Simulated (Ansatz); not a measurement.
## Molecular dynamics of C

input.yaml

```yaml
accuracy: low
crystal:
  lattice:
    - [0.0, 3.68524, 3.68524]
    - [3.68524, 0.0, 3.68524]
    - [3.68524, 3.68524, 0.0]
  atoms:
    - { symbol: C, position: [0.0, 0.0, 0.0] }
    - { symbol: C, position: [0.125, 0.125, 0.125] }
    - { symbol: C, position: [0.0, 0.0, 0.5] }
    - { symbol: C, position: [0.125, 0.125, 0.625] }
    - { symbol: C, position: [0.0, 0.5, 0.0] }
    - { symbol: C, position: [0.125, 0.625, 0.125] }
    - { symbol: C, position: [0.0, 0.5, 0.5] }
    - { symbol: C, position: [0.125, 0.625, 0.625] }
    - { symbol: C, position: [0.5, 0.0, 0.0] }
    - { symbol: C, position: [0.625, 0.125, 0.125] }
    - { symbol: C, position: [0.5, 0.0, 0.5] }
    - { symbol: C, position: [0.625, 0.125, 0.625] }
    - { symbol: C, position: [0.5, 0.5, 0.0] }
    - { symbol: C, position: [0.625, 0.625, 0.125] }
    - { symbol: C, position: [0.5, 0.5, 0.5] }
    - { symbol: C, position: [0.625, 0.625, 0.625] }
basis:
  ecutwfc: 420.0
kpoints:
  mp_grid: { grid: [3, 3, 3] }
hamiltonian:
  xc: lda
scf:
  occupations: { method: fermi_dirac, width: 0.24 }
  lower_state_search: "off"
md:
  timestep: 0.75
  n_steps: 120
  ensemble: nvt_langevin
  temperature: 2800.0
  initial_velocities: maxwell_boltzmann
  seed: 649454
  friction: 0.02
```

Run as:

```bash
$ ansatz run input.yaml --threads 1 --pin off --max-ram 3072MiB --backend cpu --events-out ev --progress --plain --runs-dir out
```

It starts from a structure without forces on its atoms.

Output, in part (step lines):

```
md step     0: t =     0.00 fs  T =  2625.0 K  F+E_penalty+E_count = -3885.86356361 eV  E_kin = 5.428920 eV  (6 SCF iters)
md step     1: t =     0.75 fs  T =  2576.4 K  F+E_penalty+E_count = -3885.78226076 eV  E_kin = 5.328370 eV  (7 SCF iters)
md step     2: t =     1.50 fs  T =  2488.2 K  F+E_penalty+E_count = -3885.53996355 eV  E_kin = 5.145924 eV  (7 SCF iters)
md step     3: t =     2.25 fs  T =  2205.7 K  F+E_penalty+E_count = -3885.16009199 eV  E_kin = 4.561644 eV  (7 SCF iters)
md step     4: t =     3.00 fs  T =  2038.5 K  F+E_penalty+E_count = -3884.67313589 eV  E_kin = 4.216005 eV  (7 SCF iters)
md step     5: t =     3.75 fs  T =  1872.5 K  F+E_penalty+E_count = -3884.09702472 eV  E_kin = 3.872697 eV  (5 SCF iters)
md step     6: t =     4.50 fs  T =  1613.5 K  F+E_penalty+E_count = -3883.47464053 eV  E_kin = 3.336889 eV  (5 SCF iters)
md step     7: t =     5.25 fs  T =  1294.6 K  F+E_penalty+E_count = -3882.87325842 eV  E_kin = 2.677492 eV  (5 SCF iters)
[... lines left out ...]
md step   119: t =    89.25 fs  T =  1756.0 K  F+E_penalty+E_count = -3881.60404265 eV  E_kin = 3.631786 eV  (5 SCF iters)
md step   120: t =    90.00 fs  T =  1826.4 K  F+E_penalty+E_count = -3881.80685216 eV  E_kin = 3.777382 eV  (7 SCF iters)
```

The steps, from the saved trajectory:

```tsv
time (fs)	T (K)	potential energy less start (eV)
0.0	2625	0.000
3.0	2039	1.190
6.0	1111	3.518
9.0	930	4.565
12.0	1380	3.946
15.0	1627	3.725
18.0	1673	4.135
21.0	1830	4.572
24.0	2131	4.523
27.0	2221	4.194
30.0	2043	3.964
33.0	2254	3.466
36.0	2466	3.078
39.0	1943	3.319
42.0	1819	3.740
45.0	1913	4.695
48.0	1499	5.550
51.0	1789	5.220
54.0	2070	3.944
57.0	2238	3.727
60.0	1990	4.562
63.0	2019	4.696
66.0	2077	4.418
69.0	2302	4.361
72.0	2386	4.206
75.0	2403	4.209
78.0	2434	4.384
81.0	2228	4.420
84.0	1899	4.543
87.0	1875	4.584
90.0	1826	4.057
```

The run went to its last step. The mean temperature of the second half is 26 % below the set value. A run of 0.09 ps of so small a system gives no equilibrium averages. Limits of this set-up: low accuracy level.

Mean squared displacements from the first frame to the last, about the centre of mass: C 0.02 Å².

Last frame:

```xyz
16
Lattice="0.0000 3.6852 3.6852 3.6852 0.0000 3.6852 3.6852 3.6852 0.0000" Properties=species:S:1:pos:R:3
C 0.213 0.029 0.034
C 1.015 1.040 1.125
C 2.039 1.898 0.191
C 3.163 2.773 1.006
C 2.035 0.106 2.115
C 2.969 0.880 2.947
C 3.954 1.692 1.904
C 4.803 2.650 2.882
C 0.122 1.757 2.028
C 1.053 2.703 2.885
C 1.980 3.621 1.881
C 2.890 4.463 2.787
C 1.994 1.749 3.866
C 2.799 2.861 4.809
C 3.916 3.504 3.846
C 4.795 4.436 4.714
```

Run time: 8.2 min on 1 thread of Arm Neoverse V2, on a shared host, peak memory 0.34 GiB.
